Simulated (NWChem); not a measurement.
**CH6InP (SMILES [CH3][InH][PH2]) at 3 levels**

Aim: a comparison of 3 runs (HF/def2-SVP, PBE0/def2-SVP, r2SCAN/def2-SVP) of CH6InP. 

The calculation is run with NWChem 7.3.0.

### 1 The structure to begin with

The species is CH6InP (9 atoms), meant as a singlet with charge 0. SMILES: `[CH3][InH][PH2]`. Geometry: a GFN2-xTB relaxation, a rough one for these elements and not checked as a minimum. This is one conformer, not always the lowest.

Bond lengths: C1–In2 2.239 Å, In2–P3 2.541 Å, C1–H4 1.089 Å, C1–H5 1.091 Å, C1–H6 1.090 Å, In2–H7 1.780 Å, P3–H8 1.398 Å, P3–H9 1.399 Å. Some angles: C1–In2–P3 123.3°, C1–In2–H7 117.0°, P3–In2–H7 119.8°, In2–C1–H4 111.0°, In2–C1–H5 108.1°, In2–C1–H6 110.4°, In2–P3–H8 91.7°, In2–P3–H9 88.3°, H4–C1–H5 109.3°, H4–C1–H6 108.8°.

### 2 Energy and gradient at HF/def2-SVP (core potential) (run 1)

The input, ch6inp.xyz:

```xyz
9
CH6InP gradient
C     -0.972490     1.138660    -0.995590
In     0.651090    -0.247530    -0.319100
P      0.314280    -2.020360     1.469550
H     -1.074630     1.120840    -2.079500
H     -1.908000     0.812550    -0.539410
H     -0.756860     2.159150    -0.679750
H      2.240400    -0.072600    -1.101470
H      1.632230    -1.881660     1.915350
H     -0.126020    -1.009050     2.329920
```

The input, ch6inp.nw:

```
start ch6inp
title "CH6InP gradient"
memory total 2200 mb
geometry units angstroms noautosym nocenter noautoz
   load format xyz ch6inp.xyz
end
basis "ao basis" spherical bse
   * library def2-SVP
end
ecp bse
   In library def2-SVP
end
scf
   thresh 1e-08
   maxiter 80
   print low
end
task scf gradient
```

Run with:

```bash
$ nwchem ch6inp.nw > ch6inp.out
```

Output:

```text
[...]
  functions       =    88
[...]
  wavefunction    = RHF
[...]
         Total SCF energy =   -571.150266341419
      One-electron energy =  -1189.520295091695
      Two-electron energy =    453.639885895362
 Nuclear repulsion energy =    164.730142854914
        Time for solution =      8.2s
[...]
                         RHF ENERGY GRADIENTS
    atom               coordinates                        gradient
                 x          y          z           x          y          z
   1 C      -1.837740   2.151755  -1.881392   -0.005091   0.011668  -0.008787
   2 In      1.230382  -0.467764  -0.603012   -0.001249  -0.009285   0.013443
   3 P       0.593903  -3.817927   2.777047    0.001432  -0.001680   0.005601
   4 H      -2.030756   2.118080  -3.929685   -0.000828   0.000405   0.001445
   5 H      -3.605597   1.535497  -1.019337    0.001631  -0.002853   0.001523
   6 H      -1.430258   4.080202  -1.284541   -0.000522  -0.001000  -0.000305
   7 H       4.233742  -0.137194  -2.081476    0.005387   0.001993  -0.003882
   8 H       3.084467  -3.555822   3.619487   -0.008979   0.003917  -0.001414
   9 H      -0.238143  -1.906828   4.402910    0.008218  -0.003165  -0.007624
 Task  times  cpu:       10.9s     wall:       10.9s
[...]
```

It took 11 s on 1 thread of AMD EPYC 9R45 (Zen 5), shared host; peak memory 0.1 GiB.

### 3 Energy and forces at PBE0/def2-SVP (core potential) (run 2)

The input, input.xyz:

```xyz
9
CH6InP
C     -0.972490     1.138660    -0.995590
In     0.651090    -0.247530    -0.319100
P      0.314280    -2.020360     1.469550
H     -1.074630     1.120840    -2.079500
H     -1.908000     0.812550    -0.539410
H     -0.756860     2.159150    -0.679750
H      2.240400    -0.072600    -1.101470
H      1.632230    -1.881660     1.915350
H     -0.126020    -1.009050     2.329920
```

The input, run.py:

```python
from ase.io import read
from ase.calculators.nwchem import NWChem

system = read('input.xyz')

calc = NWChem(
    label='input',
    theory='dft',
    memory='2200 mb',
    basis='def2-SVP',
    basispar='spherical bse',
    dft={'xc': 'pbe0', 'mult': '1', 'grid': 'xfine', 'convergence': 'energy 1e-08', 'iterations': '100', 'mulliken': None},
    **{'ecp bse': {'In library': 'def2-SVP'}},
)
system.calc = calc

forces = system.get_forces()
print(f"energy = {system.get_potential_energy():.6f} eV")
print("forces (eV/A):")
for s, f in zip(system.symbols, forces):
    print(f"{s:2s} {f[0]:10.5f} {f[1]:10.5f} {f[2]:10.5f}")
print("dipole (e A):", system.get_dipole_moment().round(4))
```

Run with:

```bash
$ export ASE_NWCHEM_COMMAND="nwchem PREFIX.nwi > PREFIX.nwo"
$ python run.py
```

Output:

```text
energy = -15588.272949 eV
forces (eV/A):
C     0.47997   -0.79709    0.51119
In   -0.03543    0.49231   -0.46563
P    -0.36834   -0.25834   -0.75220
H     0.05559   -0.05965   -0.38268
H    -0.30601   -0.00015    0.08366
H     0.14789    0.31337    0.13215
H    -0.30329   -0.11261    0.18610
H     0.71729   -0.02283    0.17088
H    -0.38767    0.44506    0.51648
dipole (e A): [-0.0423  0.2114  0.0014]
```

The calculator wrote input.nwi:

```
title "input"

permanent_dir input

scratch_dir input

start input

geometry units angstrom nocenter noautosym noautoz
  C  -9.7248999999999997e-01 1.1386600000000000e+00 -9.9558999999999997e-01
  In 6.5108999999999995e-01 -2.4753000000000000e-01 -3.1909999999999999e-01
  P  3.1428000000000000e-01 -2.0203600000000002e+00 1.4695499999999999e+00
  H  -1.0746300000000000e+00 1.1208400000000001e+00 -2.0794999999999999e+00
  H  -1.9079999999999999e+00 8.1254999999999999e-01 -5.3940999999999995e-01
  H  -7.5685999999999998e-01 2.1591499999999999e+00 -6.7974999999999997e-01
  H  2.2404000000000002e+00 -7.2599999999999998e-02 -1.1014699999999999e+00
  H  1.6322300000000001e+00 -1.8816600000000001e+00 1.9153500000000001e+00
  H  -1.2601999999999999e-01 -1.0090500000000000e+00 2.3299200000000000e+00
end

memory 2200 mb

basis spherical bse noprint
   * library def2-SVP
end

dft
  xc pbe0
  mult 1
  grid xfine
  convergence energy 1e-08
  iterations 100
  mulliken
end
ecp bse
  In library def2-SVP
end

task dft gradient
```

input.nwo:

```text
Northwest Computational Chemistry Package (NWChem) 7.3.0
             --------------------------------------------------------

           Job information
           ---------------

    nwchem branch   = 7.3.0
    use scalapack   = T
    input           = input.nwi
    prefix          = input.
    data base       = input/input.db
    status          = startup
    nproc           =        1

           Memory information
           ------------------

[... 5 lines left out ...]
    hardfail = no
[... 110 lines left out ...]
  convergence criterion.
[... 42 lines left out ...]
          Spatial weights used:  Erf1
[... 32 lines left out ...]
 1-e energy   =   -1187.325547
[... 46 lines left out ...]
           Coulomb energy =      499.737528166482
[... 694 lines left out ...]
          Convergence on density requested:  1.00D-05
[... 28 lines left out ...]
          total energy or number of iterations.
[... 36 lines left out ...]
                 ----------------------------------------
                 |  Time  |  1-e(secs)   |  2-e(secs)   |
                 ----------------------------------------
                 |  CPU   |       0.03   |       2.28   |
                 ----------------------------------------
                 |  WALL  |       0.03   |       2.28   |
                 ----------------------------------------

 Task  times  cpu:       20.6s     wall:       20.6s
 Total times  cpu:       20.6s     wall:       20.6s
```

Run time: 22 s. Hardware: 1 thread of AMD EPYC 9R45 (Zen 5), shared host; peak memory 0.15 GiB.

### 4 Energy and forces at r2SCAN/def2-SVP (core potential) (run 3)

The input, ch6inp.nw:

```
start ch6inp
title "CH6InP"
memory 2200 mb
charge 0

geometry noautosym nocenter noautoz
C    -0.972490    1.138660   -0.995590
In    0.651090   -0.247530   -0.319100
P     0.314280   -2.020360    1.469550
H    -1.074630    1.120840   -2.079500
H    -1.908000    0.812550   -0.539410
H    -0.756860    2.159150   -0.679750
H     2.240400   -0.072600   -1.101470
H     1.632230   -1.881660    1.915350
H    -0.126020   -1.009050    2.329920
end

basis spherical bse
* library def2-SVP
end

ecp bse
In library def2-SVP
end

dft
xc r2scan
mult 1
grid xfine
convergence energy 1e-08
maxiter 100
mulliken
print medium
end

task dft gradient
```

Run with:

```bash
$ nwchem ch6inp.nw > ch6inp.out
```

Output:

```text
[...]
          Wavefunction type:  closed shell.
          No. of atoms     :     9
          No. of electrons :    48
[...]
          Charge           :     0
          Spin multiplicity:     1
[...]
          AO basis - number of functions:    88
[...]
              XC Information
              --------------
                      r^2SCAN Method XC Functional
               r^2SCAN metaGGA Exchange Functional  1.000
                     r^2SCAN Correlation Potential  1.000
[...]
 d= 0,ls=0.0,diis     1   -573.0205849575 -7.38D+02  1.19D-02  2.23D-01     2.8
[...]
 d= 0,ls=0.0,diis    10   -573.0561358934 -2.66D-09  2.80D-07  3.70D-10    24.8
         Total DFT energy =     -573.056135893434
      One electron energy =    -1189.909051443639
           Coulomb energy =      499.708849925787
    Exchange-Corr. energy =      -47.586077230496
 Nuclear repulsion energy =      164.730142854914
[...]
  wavefunction    = closed shell
                         DFT ENERGY GRADIENTS
    atom               coordinates                        gradient
                 x          y          z           x          y          z
   1 C      -1.837740   2.151755  -1.881392   -0.008669   0.015188  -0.009721
   2 In      1.230382  -0.467764  -0.603012   -0.000376  -0.009573   0.008779
   3 P       0.593903  -3.817927   2.777047    0.007625   0.006112   0.014319
   4 H      -2.030756   2.118080  -3.929685   -0.001083   0.001145   0.007755
   5 H      -3.605597   1.535497  -1.019337    0.006247   0.000052  -0.001768
   6 H      -1.430258   4.080202  -1.284541   -0.002984  -0.006359  -0.002668
   7 H       4.233742  -0.137194  -2.081476    0.005885   0.002249  -0.003511
   8 H       3.084467  -3.555822   3.619487   -0.013958   0.000082  -0.003320
   9 H      -0.238143  -1.906828   4.402910    0.007312  -0.008898  -0.009865
[...]
```

Wall time 33 s (1 thread of AMD EPYC 9R45 (Zen 5), shared host); peak memory 0.15 GiB.

### 5 Overview of the runs

```tsv
run	level	iteration cap	module	energy (Eh)	largest force (eV/Å)	wall time
1	HF/def2-SVP (core potential)	80	scf	-571.150266	0.843	11 s
2	PBE0/def2-SVP (core potential)	100	dft	-572.858469	1.062	22 s
3	r2SCAN/def2-SVP (core potential)	100	dft	-573.056136	1.029	33 s
```

### 6 Summary of results

| quantity | value |
| --- | --- |
| run 3: total energy | -573.05614 Eh |
| run 3: dipole moment | 1.08 D |
| run 3: HOMO energy | -6.14 eV |
| run 3: LUMO energy | -1.93 eV |
| run 3: HOMO–LUMO gap | 4.22 eV |
| run 3: largest force on an atom | 1.029 eV/Å |

In words: Totals of different functionals can't be ranked against each other. All runs together took 66 s, the longest 33 s.
